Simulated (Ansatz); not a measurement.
# BrCuH2O: one species, many methods

One table from this session's results is given with a row withheld; the runs are named, their logs left out.

Program: Ansatz 0.2.0, Gaussian basis. Level of theory: functionals in def2-TZVPP, the program's frozen cores in correlated methods. These are calculated values, not measurements.

Plan: LDA (SPW92), PBE-D4, revPBE-D4, BLYP-D4, r2SCAN-D4, B97M-V, PBE0-D4, B3LYP-D4, r2SCANh-D4, r2SCAN0-D4, HSE06-D4, BHLYP-D4, CAM-B3LYP-D4, LC-ωPBE, ωB97X-V, ωB97M-V, B2PLYP, PBE-QIDH; CCSD(T)/def2-SVP; CCSD(T)/def2-TZVPP; MP2/def2-QZVPP; extrapolation to the limit; RPA on PBE.

## The relaxed structure

An earlier PBE0-D4 in a triple-zeta def2 set relaxation fixed the geometry.

SMILES `[OH2+][Cu-][Br]`, 5 atoms, charge 0, spin multiplicity 1.

Atoms are counted from 1 here; the program's logs count them from 0.

Bond lengths: O1–Cu2 1.966 Å, O1–H4 0.962 Å, O1–H5 0.962 Å, Cu2–Br3 2.204 Å. Angles: Cu2–O1–H4 115.5°, Cu2–O1–H5 115.5°, H4–O1–H5 107.1°, O1–Cu2–Br3 179.2°.

The first run:

The input, in.yaml:

```yaml
crystal:
  periodic: [false, false, false]
  atoms:
    - {symbol: O, position_ang: [-0.686613, 0.719323, -0.367679]}
    - {symbol: Cu, position_ang: [0.704461, -0.400792, 0.454093]}
    - {symbol: Br, position_ang: [2.253515, -1.680415, 1.359405]}
    - {symbol: H, position_ang: [-1.593442, 0.469798, -0.164126]}
    - {symbol: H, position_ang: [-0.628019, 0.818286, -1.323093]}
basis:
  gaussian: {orbitals: def2-TZVPP}
hamiltonian: {xc: lda}
output: {orbitals: {seedname: orbitals}}
```

Among the steps run: LDA; PBE-D4 (GGA); revPBE-D4 (GGA); BLYP-D4 (GGA); r2SCAN-D4 (meta-GGA); B97M-V (meta-GGA); PBE0-D4 (hybrid); B3LYP-D4 (hybrid); r2SCANh-D4 (hybrid); r2SCAN0-D4 (hybrid); HSE06-D4 (hybrid); BHLYP-D4 (hybrid); CAM-B3LYP-D4 (range-separated); LC-ωPBE-D4 (range-separated; the results give it without D4); ωB97X-V (range-separated); ωB97M-V (range-separated); B2PLYP (double hybrid); PBE-QIDH (double hybrid).

One table of the session follows, with a row left open; its other results are not shown here.

It belongs to the step «Frontier levels by functional». 

| functional | HOMO (eV) | LUMO (eV) | gap (eV) |
| --- | --- | --- | --- |
| LDA (SPW92) | -5.37 | -2.39 | 2.98 |
| PBE-D4 | -5.14 | -2.25 | 2.89 |
| revPBE-D4 | -5.05 | -2.19 | 2.86 |
| BLYP-D4 | -5.04 | -2.29 | 2.75 |
| r2SCAN-D4 | -5.32 | -1.73 | 3.58 |
| B97M-V | -5.44 | -2.08 | 3.36 |
| PBE0-D4 | -6.51 | -1.37 | 5.14 |
| B3LYP-D4 | -6.29 | -1.75 | 4.54 |
| r2SCANh-D4 | -5.89 | -1.43 | 4.46 |
| r2SCAN0-D4 | -6.68 | -1.02 | 5.66 |
| HSE06-D4 | -6.11 | -1.74 | 4.37 |
| BHLYP-D4 | -7.63 | -0.75 | 6.88 |
| CAM-B3LYP-D4 | -7.85 | -0.61 | 7.25 |
| LC-ωPBE | ? | ? | ? |
| ωB97X-V | -8.83 | 0.52 | 9.36 |
| ωB97M-V | -8.76 | 0.12 | 8.88 |

Q: Estimate the row for LC-ωPBE from the others.

As computed: HOMO (eV): -9.13; LUMO (eV): 0.71; gap (eV): 9.85. In the column «HOMO (eV)» it is the lowest.
